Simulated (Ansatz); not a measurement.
# Ti2AlC: the cost of one run

Computed with Ansatz 0.2.0 (DFT PBEsol, scalar-relativistic, plane waves, PAW, unless a step's input says otherwise).

1 further run of the same task is left out (set aside as unsound or not needed). Runs told in other sessions of the task aren't counted.

## (1) The system as given

The structure is hexagonal, space group P6_3/mmc (No. 194). The conventional cell has a = 3.038 Å, b = 3.038 Å, c = 13.637 Å, α = 90.00°, β = 90.00°, γ = 120.00°. Ti (site symmetry 3m) is surrounded by 3 C at 2.09 Å. Al (site symmetry -6m2) is surrounded by 6 Ti at 2.87 Å and 6 Al at 3.04 Å. C (site symmetry -3m) has 6 Ti at 2.09 Å in its first shell of neighbours.

Coordinates:

```
Ti Al C
1.0
     3.03791    0.00000    0.00000
    -1.51895    2.63091    0.00000
     0.00000    0.00000   13.63650
Ti Al C
4 2 2
Cartesian
  0.0000 1.7539 1.1356
  1.5190 0.8770 7.9539
  1.5190 0.8770 12.5009
  0.0000 1.7539 5.6826
  0.0000 1.7539 10.2274
  1.5190 0.8770 3.4091
  0.0000 0.0000 0.0000
  0.0000 0.0000 6.8183
```

It goes back to an entry of the Materials Project, which need not be the stable form.

This cell was relaxed beforehand with the same method: volume 13.62 Å³/atom, gap on the mesh none (metal).

## (2) Zero of the scan

File input.yaml:

```yaml
crystal:
  lattice:
    - [3.0379095059, 0.0, 0.0]
    - [-1.5189547529, 2.6309068065, 0.0]
    - [0.0, 0.0, 13.6365022977]
  atoms:
    - { symbol: Ti, position: [0.3333333333, 0.6666666667, 0.0832777519] }
    - { symbol: Ti, position: [0.6666666667, 0.3333333333, 0.5832777519] }
    - { symbol: Ti, position: [0.6666666667, 0.3333333333, 0.9167222481] }
    - { symbol: Ti, position: [0.3333333333, 0.6666666667, 0.4167222481] }
    - { symbol: Al, position: [0.3333333333, 0.6666666667, 0.75] }
    - { symbol: Al, position: [0.6666666667, 0.3333333333, 0.25] }
    - { symbol: C, position: [0.0, 0.0, 0.0] }
    - { symbol: C, position: [0.0, 0.0, 0.5] }
basis:
  ecutwfc: 420
kpoints:
  mp_grid: { grid: [18, 18, 4] }
hamiltonian:
  xc: pbesol
scf:
  occupations: { method: gaussian, width: 0.15 }
output:
  forces: true
  stress: true
  eigenvalues: true
  write_density: true
  write_potential: true
  elf: true
  volumetric_format: npy
```

Started as:

```
$ ansatz run input.yaml --threads 2 --pin off --max-ram 5120MiB --backend cpu --events-out ev --progress --plain --runs-dir out
```

What time and memory should one allow on 2 threads of AMD EPYC 9R45 (Zen 5), shared host?

About 6.2 s, with a peak of 0.7 GiB.
